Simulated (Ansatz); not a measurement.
Working through a charge-density difference against the sublattices of BiPt, space group P6_3/mmc

With the Python package of Ansatz (0.2.0).

Run as a notebook:

**Cell 1**
```python
import warnings

import ansatz as az
import numpy as np
```

**Cell 2**
```python
vectors0 = np.array([
    [4.315, 0.0, 0.0],
    [-2.1575, 3.73689962, 0.0],
    [0.0, 0.0, 5.49],
])
sites = [
    ("Bi", (1 / 3, 2 / 3, 0.25)),
    ("Bi", (2 / 3, 1 / 3, 0.75)),
    ("Pt", (0.0, 0.0, 0.0)),
    ("Pt", (0.0, 0.0, 0.5)),
]
```

**Cell 3**
```python
def crystal_on(cell):
    crystal = az.Crystal(lattice=az.Lattice.of(cell))
    for symbol, position in sites:
        crystal = crystal.atom(symbol, position)
    return crystal

warnings.simplefilter("ignore", az.DeckWarning)

# same cell, cutoff and mesh for the crystal and its parts
def solve(crystal):
    return (
        crystal.calculation()
        .occupations("cold", width=0.1)
        .scf(tolerance=1e-10)
        .functional("pbesol")
        .basis(460, grid_basis="typed")
        .kpoints(6, 6, 4)
        .density()
        .run(threads=1)
    )


whole = solve(crystal_on(vectors0))
difference = whole.density().channels[0].density_e_per_ang3.copy()
binding = whole.report["free_energy_ev"]
for element in ["Bi", "Pt"]:
    part = az.Crystal(lattice=az.Lattice.of(vectors0))
    for symbol, position in sites:
        if symbol == element:
            part = part.atom(symbol, position)
    alone = solve(part)
    difference -= alone.density().channels[0].density_e_per_ang3
    binding -= alone.report["free_energy_ev"]
    print(f"{element} sublattice: {alone.report['n_electrons']:g} electrons, {alone.report['n_iterations']} iterations")
```
Output:
```text
Bi sublattice: 30 electrons, 8 iterations
Pt sublattice: 36 electrons, 9 iterations
```

**Cell 4**
```python
voxel = abs(np.linalg.det(vectors0)) / difference.size
print(f"energy of the crystal less its unpolarised sublattices: {binding / len(sites):.4f} eV/atom")
print(f"net charge of the difference {difference.sum() * voxel:.5f} e, charge rearranged {0.5 * np.abs(difference).sum() * voxel:.3f} e")
print(f"extremes {difference.min():.4f} and {difference.max():.4f} e/A^3")
for (symbol, position) in sites:
    index = tuple(int(round(p * n)) % n for p, n in zip(position, difference.shape))
    print(f"  change of the pseudo-density at the grid point nearest {symbol}: {difference[index]:+.4f} e/A^3")
```
Output:
```text
energy of the crystal less its unpolarised sublattices: -2.4530 eV/atom
net charge of the difference 0.00000 e, charge rearranged 0.905 e
extremes -0.2346 and 0.2684 e/A^3
  change of the pseudo-density at the grid point nearest Bi: +0.0120 e/A^3
  change of the pseudo-density at the grid point nearest Bi: +0.0120 e/A^3
  change of the pseudo-density at the grid point nearest Pt: +0.0230 e/A^3
  change of the pseudo-density at the grid point nearest Pt: +0.0230 e/A^3
```

Notes:
- For a metal this k-point mesh is coarse: on a finer one energies can move by several to tens of meV an atom and pressures by half a GPa or more, differences at one mesh by less.
- Spin-orbit coupling, which matters for elements this heavy, is left out.
- Grid values close to the nuclei reflect the PAW or pseudopotential construction, not the all-electron fields.
- The starting cell is as deposited in a crystallographic database; the results hold for this polymorph, which needn't be the stable one.
- Charge moved counts every rearrangement, bonding and polarisation too, and is no transfer between atoms; the bare sublattices are artificial references. Values near the nuclei depend on the potentials.
- Wall time of the script: 9.4 s on 1 thread of Arm Neoverse V2, on a shared host, peak memory 0.44 GiB.
